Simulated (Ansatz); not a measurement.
**C₃H₅Cl₂Ga: small, medium and large basis sets**

One table from this session's results is given with a row withheld; the runs are named, their logs left out.

The runs use Ansatz 0.2.0, Gaussian basis; one geometry, several basis sets.

The runs, in order: PBE0-D4/def2-SVP; ωB97M-V/def2-SVP; PBE0-D4/def2-QZVPP; ωB97M-V/def2-QZVPP; the functionals' def2-TZVPP values are taken from earlier runs.

## Structure used throughout

The geometry comes from an earlier relaxation with PBE0-D4 in a triple-zeta def2 set; it is a stationary point, not always the lowest conformer.

SMILES `C=C[CH2][Ga]([Cl])[Cl]`, 11 atoms, charge 0, spin multiplicity 1.

Atoms are counted from 1 here; the program's logs count them from 0.

Bond lengths: C1–C2 1.326 Å, C1–H7 1.083 Å, C1–H8 1.089 Å, C2–C3 1.495 Å, C2–H9 1.089 Å, C3–Ga4 1.959 Å, C3–H10 1.094 Å, C3–H11 1.095 Å, Ga4–Cl5 2.138 Å, Ga4–Cl6 2.139 Å. Angles: C2–C1–H7 121.5°, C2–C1–H8 122.6°, H7–C1–H8 115.8°, C1–C2–C3 126.5°, C1–C2–H9 118.1°, C3–C2–H9 115.4°, C2–C3–Ga4 112.3°, C2–C3–H10 110.6°, C2–C3–H11 110.6°, Ga4–C3–H10 107.4°, Ga4–C3–H11 109.1°, H10–C3–H11 106.7°, C3–Ga4–Cl5 122.2°, C3–Ga4–Cl6 124.1°, Cl5–Ga4–Cl6 113.7°.

Set-up of the first run:

in.yaml

```yaml
crystal:
  periodic: [false, false, false]
  atoms:
    - {symbol: C, position_ang: [-0.775679, -0.443522, -1.395330]}
    - {symbol: C, position_ang: [-0.220806, -1.130593, -0.406881]}
    - {symbol: C, position_ang: [0.322348, -0.572570, 0.869868]}
    - {symbol: Ga, position_ang: [0.554497, 1.371308, 0.793822]}
    - {symbol: Cl, position_ang: [2.453065, 2.278411, 0.414438]}
    - {symbol: Cl, position_ang: [-1.025809, 2.781268, 1.093714]}
    - {symbol: H, position_ang: [-1.156020, -0.934448, -2.282976]}
    - {symbol: H, position_ang: [-0.897308, 0.638275, -1.361988]}
    - {symbol: H, position_ang: [-0.152604, -2.212861, -0.509241]}
    - {symbol: H, position_ang: [1.299124, -1.010282, 1.095727]}
    - {symbol: H, position_ang: [-0.335310, -0.821987, 1.709446]}
basis:
  gaussian: {orbitals: def2-SVP}
hamiltonian: {xc: pbe0, dispersion: d4}
output: {orbitals: {seedname: orbitals}}
```

Started as:

```
$ ansatz run in.yaml --threads 2 --pin off --events-out ev --progress --plain --max-ram 32768MiB --backend cpu
```

Among the steps run: PBE0-D4 in def2-SVP; ωB97M-V in def2-SVP; PBE0-D4 in def2-QZVPP; ωB97M-V in def2-QZVPP.

One table of the session follows, with a row left open; its other results are not shown here.

It belongs to the step «Functionals by basis». 

```
functional       basis  HOMO (eV)
   PBE0-D4    def2-SVP      -7.94
   PBE0-D4  def2-TZVPP      -8.01
   PBE0-D4  def2-QZVPP          ?
   ωB97M-V    def2-SVP     -10.16
   ωB97M-V  def2-TZVPP     -10.24
   ωB97M-V  def2-QZVPP     -10.27
```

Q: Estimate the row for PBE0-D4, def2-QZVPP from the others.

**Answer.** HOMO (eV): -8.03. In the column «HOMO (eV)» it lies between ωB97M-V, def2-SVP (-10.16) and PBE0-D4, def2-TZVPP (-8.01).
